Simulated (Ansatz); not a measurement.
**BFH4SSi: rigid scan of one bond length in Python**

How does the energy of BFH4SSi change as one bond is stretched? The task is a rigid scan of one bond length, for BFH4SSi.

Computed with Ansatz 0.2.0 through its Python package. Level of theory: B3LYP/def2-SVP.

### Step 1. The structure

Bond lengths: B1–Si2 1.876 Å, Si2–F3 1.662 Å, Si2–S4 2.118 Å, B1–H5 1.241 Å, B1–H6 1.199 Å, Si2–H7 1.491 Å, S4–H8 1.425 Å. Angles: B1–Si2–F3 108.2°, B1–Si2–S4 111.5°, B1–Si2–H7 110.5°, F3–Si2–S4 109.0°, F3–Si2–H7 109.3°, S4–Si2–H7 108.3°, Si2–B1–H5 120.6°, Si2–B1–H6 124.2°, H5–B1–H6 115.2°, Si2–S4–H8 90.9°.

No structure file is read: the coordinates are typed or built in the script.

### Step 2. The script

The input, bfh4ssi.py:

```python
"""Potential curve of BFH4SSi along one bond."""

import warnings

import ansatz as az
from ase import Atoms
import matplotlib.pyplot as plt
import numpy as np

warnings.simplefilter("ignore", az.DeckWarning)

atoms = Atoms(["B", "Si", "F", "S", "H", "H", "H", "H"], positions=[
    (-0.7984, 0.994, 0.2096),
    (0.7397, -0.0376, -0.0863),
    (1.3946, -0.4292, 1.3902),
    (0.2884, -1.8221, -1.1348),
    (-1.4741, 1.4085, -0.7455),
    (-1.1898, 1.324, 1.294),
    (1.7402, 0.7317, -0.8796),
    (-0.6086, -2.2265, -0.1035),
])
mol = az.Crystal.molecule_from_ase(atoms)

symbols = [site.symbol for site in mol.cartesian_sites]
start = np.array([site.position_ang for site in mol.cartesian_sites])
axis = (start[7] - start[3]) / np.linalg.norm(start[7] - start[3])
moving = [7]
lengths, energies = [1.254, 1.311, 1.368, 1.425, 1.482, 1.539, 1.596, 1.682], []
for length in lengths:
    xyz = start.copy()
    xyz[moving] += (length - np.linalg.norm(start[7] - start[3])) * axis
    point = az.Crystal.molecule()
    for symbol, place in zip(symbols, xyz):
        point = point.atom(symbol, place.tolist())
    model = (
        point.calculation()
        .basis(gaussian="def2-SVP")
        .functional("b3lyp")
    )
    report = model.run(threads=1, backend="cpu").report
    energies.append(report["free_energy_ev"])
    print(f"r = {length:6.3f} A  E = {energies[-1]:.5f} eV  <S^2> = {abs(report['mean_field']['state']['spin_squared']):.3f}")

# quartic fit about the minimum
fit = np.polynomial.Polynomial.fit(lengths, np.array(energies) - min(energies), 4).convert()
roots = [r.real for r in fit.deriv().roots() if abs(r.imag) < 1e-9 and fit.deriv(2)(r.real) > 0]
r_e = min(roots, key=lambda r: abs(r - lengths[int(np.argmin(energies))]))
print(f"minimum of the fit at {r_e:.4f} A, force constant {fit.deriv(2)(r_e):.2f} eV/A^2")
plt.figure(figsize=(4.5, 3))
plt.plot(lengths, np.array(energies) - min(energies), "o-")
plt.xlabel("bond length (A)")
plt.ylabel("E - E(min) (eV)")
plt.tight_layout()
plt.savefig("scan.png", dpi=100)
```

### Step 3. Running it

Run with:

```
$ python bfh4ssi.py
```

**Question.** What results will this script give? Wanted: range of energy; lowest point, distance.

**Answer**, as computed:

| quantity | value |
| --- | --- |
| bond length at the fit's minimum | 1.3555 Å |
| runs compared | 8 |
| range of energy | 0.802 eV |
| lowest point, distance (Å) | 1.37 |

In words: The curve has its lowest point inside the range, at 1.37. The ends stand 0.154 and 0.802 eV above it. The distance scanned is the script's pair 3, 7. Notes:
- The rest of the molecule is held rigid at a force-field or estimated start geometry, and the basis set is modest; single-reference methods fail as a bond breaks.
- b3lyp holds the VWN-RPA fit, as in Gaussian; the form of ORCA and Turbomole is b3lyp5.
- The orbitals are restricted, so S² is zero by construction.
